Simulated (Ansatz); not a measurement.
**C2H8Ge (built from SMILES [CH3][GeH2][CH3]): a barrier at many levels of theory**

Aim: the barrier and energy of one elementary step (H2–H3 formed, Ge1–H2 broken, Ge1–H3 broken) from LDA up to coupled cluster, on fixed structures, to see where each rung fails.

Computed with Ansatz 0.2.0, Gaussian basis. Level: single points in def2-TZVPP on PBE0-D4/def2-TZVP structures.

Levels: SPW92, PBE-D4, BLYP-D4, r2SCAN-D4, B97M-V, PBE0-D4, B3LYP-D4, r2SCAN0-D4, BHLYP-D4, CAM-B3LYP-D4, wB97X-V, wB97M-V, B2PLYP, PBE-QIDH, RPA on PBE, Hartree-Fock, MP2, CCSD, CCSD(T). The reference is CCSD(T) at the basis limit, from triple and quadruple zeta. Zero-point energies come from PBE0-D4 vibrations.

Cores are frozen in the correlated methods. Filled d shells of the heavier atoms are correlated. B3LYP uses VWN-RPA correlation. B2PLYP carries no dispersion term here.

13 further runs of the same task are left out: 13 set aside as unsound or not needed.

## 1. Start, saddle and end, as given

Charge 0, multiplicity 1. The folders r, ts and p hold the start, the saddle and the end; their coordinates stand in the first inputs.

```
  pair  r (Å)  ts (Å)  p (Å)
 H2–H3  2.496   1.165  0.760
Ge1–H2  1.544   1.579  2.258
Ge1–H3  1.544   1.753  2.390
```

## 2. wB97M-V/def2-TZVPP

Contents of r/in.yaml:

```yaml
crystal:
  periodic: [false, false, false]
  atoms:
    - {symbol: Ge, position_ang: [-0.086971, -0.755020, -0.079345]}
    - {symbol: H, position_ang: [-1.257102, -1.597755, 0.471567]}
    - {symbol: H, position_ang: [0.876262, -1.707953, -0.818947]}
    - {symbol: C, position_ang: [0.853194, 0.108382, 1.401149]}
    - {symbol: C, position_ang: [-0.773547, 0.582654, -1.328535]}
    - {symbol: H, position_ang: [0.178069, 0.774791, 1.940601]}
    - {symbol: H, position_ang: [1.692467, 0.695795, 1.025027]}
    - {symbol: H, position_ang: [1.237252, -0.635257, 2.100560]}
    - {symbol: H, position_ang: [-1.299307, 0.104270, -2.155821]}
    - {symbol: H, position_ang: [-1.467030, 1.254407, -0.819877]}
    - {symbol: H, position_ang: [0.046815, 1.175586, -1.736380]}
basis:
  gaussian: {orbitals: def2-TZVPP}
hamiltonian: {xc: {name: wB97M-V}}
```

Contents of ts/in.yaml:

```yaml
crystal:
  periodic: [false, false, false]
  atoms:
    - {symbol: Ge, position_ang: [-0.651005, -0.437825, 0.311907]}
    - {symbol: H, position_ang: [-0.594598, -1.986635, 0.009179]}
    - {symbol: H, position_ang: [0.377792, -1.599458, -0.503051]}
    - {symbol: C, position_ang: [0.855656, 0.143591, 1.449145]}
    - {symbol: C, position_ang: [-0.808402, 0.628744, -1.343098]}
    - {symbol: H, position_ang: [0.486058, 0.877526, 2.166253]}
    - {symbol: H, position_ang: [1.660670, 0.589752, 0.866396]}
    - {symbol: H, position_ang: [1.243422, -0.710291, 2.005385]}
    - {symbol: H, position_ang: [-1.225476, 0.009509, -2.137755]}
    - {symbol: H, position_ang: [-1.495912, 1.455203, -1.159241]}
    - {symbol: H, position_ang: [0.151897, 1.029786, -1.665121]}
basis:
  gaussian: {orbitals: def2-TZVPP}
hamiltonian: {xc: {name: wB97M-V}}
```

Contents of p/in.yaml:

```yaml
crystal:
  periodic: [false, false, false]
  atoms:
    - {symbol: Ge, position_ang: [-0.985228, -0.412399, 0.515499]}
    - {symbol: H, position_ang: [-0.078925, -2.290483, -0.350910]}
    - {symbol: H, position_ang: [0.504194, -1.890934, -0.628997]}
    - {symbol: C, position_ang: [0.714875, 0.201994, 1.375572]}
    - {symbol: C, position_ang: [-0.804951, 0.645082, -1.174706]}
    - {symbol: H, position_ang: [0.471639, 1.176538, 1.818758]}
    - {symbol: H, position_ang: [1.545382, 0.357217, 0.684534]}
    - {symbol: H, position_ang: [1.026796, -0.453054, 2.190555]}
    - {symbol: H, position_ang: [-1.452050, 0.269622, -1.968979]}
    - {symbol: H, position_ang: [-1.159109, 1.651958, -0.917632]}
    - {symbol: H, position_ang: [0.217478, 0.744362, -1.543694]}
basis:
  gaussian: {orbitals: def2-TZVPP}
hamiltonian: {xc: {name: wB97M-V}}
```

The command line of these runs was not kept.

After this run come: CCSD(T)/def2-TZVPP; MP2/def2-QZVPP; Vibrations of the start structure; Vibrations of the end structure.

**Question.** What will these runs give? Wanted: barrier, CCSD(T)/CBS; reverse barrier, CCSD(T)/CBS; step energy, CCSD(T)/CBS; barrier with zero-point energy; step energy with zero-point energy; imaginary mode at the saddle; largest T1 diagnostic.

**Answer**, as computed:

| quantity | value |
| --- | --- |
| barrier, CCSD(T)/CBS | 2.509 eV |
| reverse barrier, CCSD(T)/CBS | 0.720 eV |
| step energy, CCSD(T)/CBS | +1.789 eV |
| barrier with zero-point energy | 2.418 eV |
| step energy with zero-point energy | +1.664 eV |
| imaginary mode at the saddle | 1201i cm⁻¹ |
| largest T1 diagnostic | 0.011 |

Among the functionals PBE0-D4 lands nearest to CCSD(T)/CBS (-0.019 eV) and SPW92 farthest (-0.367 eV). By rung, the mean size of the error is: LDA 0.367, GGA 0.244, meta-GGA 0.072, hybrid 0.100, range-separated hybrid 0.149, double hybrid 0.134 eV. PBE-D4 gives a barrier 0.266 eV too low, outside chemical accuracy (1 kcal/mol, 0.043 eV). The barrier rises with the share of exact exchange, from BLYP-D4 through B3LYP-D4 to BHLYP-D4 (-0.221, -0.020, +0.283 eV). Hartree-Fock, with no correlation, is off by +0.780 eV. Zero-point motion lowers the barrier by 0.091 eV. The restricted Hartree–Fock reference is unstable towards an unrestricted one at one or more of these structures.
